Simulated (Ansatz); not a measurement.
# BF3H2Se, SMILES F[B-](F)(F)[SeH2+]: vertical spin-state energies

Computed with the Ansatz DFT code, driven from Python.

The script reads `bf3h2se.xyz`:
```text
7

F     0.20860   -0.97090    1.69520
B     0.24020   -0.64670    0.25880
F    -0.93520   -1.22730   -0.43150
F     1.54130   -1.20810   -0.27950
Se    0.26110    1.35160   -0.04720
H    -1.24360    1.45850    0.28010
H    -0.01120    1.17480   -1.52170
```

Notebook, run cell by cell (the value of a cell's last expression is shown):

In [1]:
```python
from dataclasses import dataclass

import ansatz as az
```

In [2]:
```python
@dataclass
class RunConfig:
    basis: str = "def2-SVP"
    xc: str = "pbe"
```

In [3]:
```python
opts = RunConfig()

mol = az.Crystal.molecule_from_extxyz("bf3h2se.xyz")
```

In [4]:
```python
base = (
    mol.calculation()
    .basis(gaussian=opts.basis)
    .functional(opts.xc)
)
found = {}
for unpaired in [0, 2]:
    report = base.spin("collinear", total=unpaired).run(threads=1).report
    s = unpaired / 2
    found[unpaired] = report["free_energy_ev"]
    print(f"2S+1 = {unpaired + 1}: E = {found[unpaired]:.5f} eV, <S^2> = {abs(report['mean_field']['state']['spin_squared']):.3f} (pure state {s * (s + 1):.2f})")
lowest = min(found, key=found.get)
for unpaired, e in found.items():
    print(f"multiplicity {unpaired + 1}: {23.060548 * (e - found[lowest]):.1f} kcal/mol above the lowest")
```
```text
2S+1 = 1: E = -74179.18019 eV, <S^2> = 0.000 (pure state 0.00)
2S+1 = 3: E = -74173.52898 eV, <S^2> = 2.003 (pure state 2.00)
multiplicity 1: 0.0 kcal/mol above the lowest
multiplicity 3: 130.3 kcal/mol above the lowest
```

In order: multiplicity 1 (+0.00 eV) and multiplicity 3 (+5.65 eV), all at the one geometry.

Notes:
- Total energies depend on the basis set; only differences at equal settings carry meaning.
- The geometry is a force-field or estimated start, not a minimum of this method, and the basis set is short of its limit. All parts are taken at fixed geometry, without zero-point energy.
- Run time: 19 s on 1 thread of Arm Neoverse V2, with other jobs on the host, peak memory 0.23 GiB.
